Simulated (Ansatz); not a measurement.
# GeH4 + H2Se: molecular dynamics, part 2 of 2

The plan is to follow the two partners and see whether they stay together, part or react. The start is relaxed first. Runs: 150 steps of 0.5 fs at constant energy, with velocities drawn for 100 K; 150 steps of 0.5 fs under a Langevin thermostat at 100 K. SMILES of the start: [GeH4].[SeH2].

Ansatz 0.2.0; RKS PBE0/def2-TZVP. Earlier steps stand in the parts before.

**9. What the atoms did**

The trajectory, every 6 steps (energies from step 0):

```
time (fs)  T (K)  potential energy change (meV/atom)  closest contact of the partners (Å)
      0.0     88                                 0.0                                 3.56
      3.0     44                                 3.8                                 3.56
      6.0     68                                 1.9                                 3.57
      9.0     61                                 3.2                                 3.59
     12.0     56                                 4.5                                 3.61
     15.0     82                                 1.2                                 3.64
     18.0     60                                 4.3                                 3.62
     21.0     87                                 2.6                                 3.59
     24.0     89                                 2.3                                 3.57
     27.0     74                                 4.6                                 3.56
     30.0     86                                 1.8                                 3.57
     33.0     71                                 3.7                                 3.57
     36.0     74                                 2.6                                 3.58
     39.0     83                                 2.2                                 3.60
     42.0     75                                 4.2                                 3.62
     45.0     93                                 3.6                                 3.64
     48.0     90                                 3.7                                 3.65
     51.0     63                                 5.4                                 3.64
     54.0     91                                 2.8                                 3.64
     57.0     75                                 5.3                                 3.63
     60.0     83                                 3.6                                 3.61
     63.0     85                                 3.2                                 3.59
     66.0     63                                 5.8                                 3.59
     69.0     89                                 2.7                                 3.60
     72.0     66                                 5.6                                 3.62
     75.0     79                                 3.7                                 3.65
```

time (fs), T (K) and a bar:
```
      0.0         88 ########################
      3.5         41 
      6.5         75 ##################
     10.0         56 ########
     13.0         64 ############
     16.5         75 ##################
     19.5         65 #############
     23.0         99 ##############################
     26.0         68 ##############
     29.5         91 ##########################
     32.5         77 ###################
     36.0         74 #################
     39.0         83 ######################
     42.5         73 #################
     45.5         94 ############################
     49.0         80 #####################
     52.0         80 ####################
     55.5         83 ######################
     58.5         69 ###############
     62.0         89 #########################
     65.0         59 #########
     68.5         90 ##########################
     71.5         70 ###############
     75.0         79 ####################
```

**10. Frames from the trajectory**

Extended XYZ, with forces in eV/Å:

```xyz
8
time_fs=9.5 T=60 dE=0.0314
Ge   -0.082   -0.097   -1.775    0.814   -0.411    0.222
H     1.466   -0.407   -1.731   -0.643    0.197   -0.030
H    -0.774   -1.165   -0.902   -0.027    0.169   -0.099
H    -0.559   -0.160   -3.213   -0.118   -0.119   -0.281
H    -0.346    1.311   -1.263   -0.026    0.167    0.191
Se   -0.486    0.007    2.708    0.302    0.020   -0.127
H     0.083    0.449    3.988   -0.002   -0.007   -0.038
H     0.842    0.080    2.053   -0.299   -0.016    0.163
8
time_fs=19.0 T=65 dE=0.0389
Ge   -0.075   -0.114   -1.789   -0.775    0.501   -0.338
H     1.385   -0.359   -1.680    0.965   -0.210    0.035
H    -0.817   -1.185   -0.999   -0.152   -0.115    0.074
H    -0.490   -0.153   -3.286    0.036    0.025    0.356
H    -0.350    1.282   -1.180   -0.073   -0.199   -0.127
Se   -0.483    0.011    2.720   -0.245   -0.107   -0.189
H     0.103    0.466    3.969    0.104    0.100    0.293
H     0.805    0.144    2.047    0.141    0.006   -0.105
8
time_fs=28.0 T=78 dE=0.0305
Ge   -0.067   -0.128   -1.804    0.495   -0.337    0.437
H     1.484   -0.393   -1.625   -0.753    0.098   -0.049
H    -0.894   -1.242   -1.098    0.254    0.207   -0.139
H    -0.400   -0.142   -3.292   -0.037    0.069   -0.144
H    -0.431    1.218   -1.153    0.041   -0.035   -0.102
Se   -0.475    0.017    2.729    0.165    0.081    0.147
H     0.106    0.486    4.004   -0.089   -0.069   -0.186
H     0.805    0.229    2.037   -0.075   -0.015    0.037
8
time_fs=37.5 T=82 dE=0.0139
Ge   -0.057   -0.145   -1.820   -0.120   -0.028   -0.324
H     1.424   -0.416   -1.570    0.138    0.017    0.027
H    -0.892   -1.259   -1.211   -0.110   -0.230    0.125
H    -0.340   -0.098   -3.333    0.072    0.013    0.076
H    -0.488    1.171   -1.190    0.020    0.229    0.099
Se   -0.468    0.027    2.736    0.401    0.130   -0.071
H     0.077    0.533    4.008   -0.059   -0.046   -0.101
H     0.812    0.330    2.045   -0.342   -0.085    0.169
8
time_fs=47.0 T=99 dE=0.0241
Ge   -0.047   -0.162   -1.840   -0.432    0.266    0.028
H     1.414   -0.441   -1.516    0.234    0.070    0.029
H    -0.867   -1.346   -1.282   -0.002    0.212   -0.073
H    -0.244   -0.041   -3.361    0.042   -0.107    0.057
H    -0.513    1.197   -1.227    0.158   -0.441   -0.038
Se   -0.457    0.035    2.740   -0.271   -0.145   -0.103
H     0.023    0.566    4.008    0.060    0.087    0.243
H     0.786    0.420    2.089    0.211    0.058   -0.144
8
time_fs=56.0 T=79 dE=0.0360
Ge   -0.039   -0.176   -1.858    0.966   -0.294    0.244
H     1.474   -0.403   -1.461   -0.668    0.064   -0.217
H    -0.864   -1.364   -1.377   -0.108   -0.096    0.075
H    -0.170   -0.022   -3.357    0.019   -0.044   -0.393
H    -0.496    1.114   -1.225   -0.210    0.371    0.296
Se   -0.445    0.040    2.742   -0.119   -0.045    0.057
H    -0.022    0.584    4.035   -0.020    0.001    0.047
H     0.786    0.517    2.122    0.140    0.045   -0.109
8
time_fs=65.5 T=59 dE=0.0484
Ge   -0.030   -0.192   -1.876   -0.949    0.292   -0.479
H     1.384   -0.376   -1.474    0.965   -0.237    0.301
H    -0.901   -1.380   -1.448    0.057   -0.038    0.002
H    -0.081   -0.057   -3.426   -0.066    0.062    0.381
H    -0.552    1.072   -1.157   -0.007   -0.080   -0.201
Se   -0.436    0.044    2.744    0.434    0.238   -0.078
H    -0.063    0.570    4.069   -0.027   -0.051   -0.140
H     0.795    0.618    2.132   -0.407   -0.185    0.214
8
time_fs=75.0 T=79 dE=0.0293
Ge   -0.024   -0.207   -1.894    0.462   -0.482    0.340
H     1.463   -0.447   -1.412   -0.706    0.123   -0.158
H    -0.898   -1.441   -1.535    0.233    0.209   -0.095
H     0.000   -0.021   -3.414   -0.056    0.071   -0.030
H    -0.629    1.006   -1.177    0.067    0.078   -0.052
Se   -0.429    0.047    2.746   -0.103   -0.066   -0.018
H    -0.080    0.535    4.080   -0.009    0.014    0.109
H     0.756    0.692    2.187    0.113    0.053   -0.096
```

On run 2: Against a set 100 K the second half averages 79 K with a spread of 10 K; 4 meV/atom has gone into potential energy, and a thermostat that acts over some 200 fs has not made it up in 75 fs. No bond forms or breaks. The partners' closest contact goes from 3.56 to 3.65 Å; so short a run doesn't show whether they stay bound.

**11. Results**

This closing draws on all 2 parts.

| quantity | value |
| --- | --- |
| relaxation of the start | 5 moves, 0.126 eV lower |
| run 1: length | 150 steps of 0.5 fs |
| run 1: temperature, first and last step | 100 and 56 K |
| run 1: temperature, second half | mean 61 K, from 33 to 97 K |
| run 1: potential energy, second half | +4 meV/atom from this run's first step |
| run 1: largest change of the total energy | 0.01 meV/atom |
| run 1: bonds formed or broken | 0 |
| run 2: length | 150 steps of 0.5 fs |
| run 2: temperature, first and last step | 88 and 79 K |
| run 2: temperature, second half | mean 79 K, from 59 to 100 K |
| run 2: potential energy, second half | +4 meV/atom from this run's first step |
| run 2: bonds formed or broken | 0 |

What this shows: Mean temperatures of the second halves: 61 K, 79 K. No bond formed or broke in any run. In the last run: the partners' closest contact goes from 3.56 to 3.65 Å; so short a run doesn't show whether they stay bound. Averages from a run of 75 fs with 8 atoms are rough. The nuclei move classically, without zero-point motion, which matters most for hydrogen.
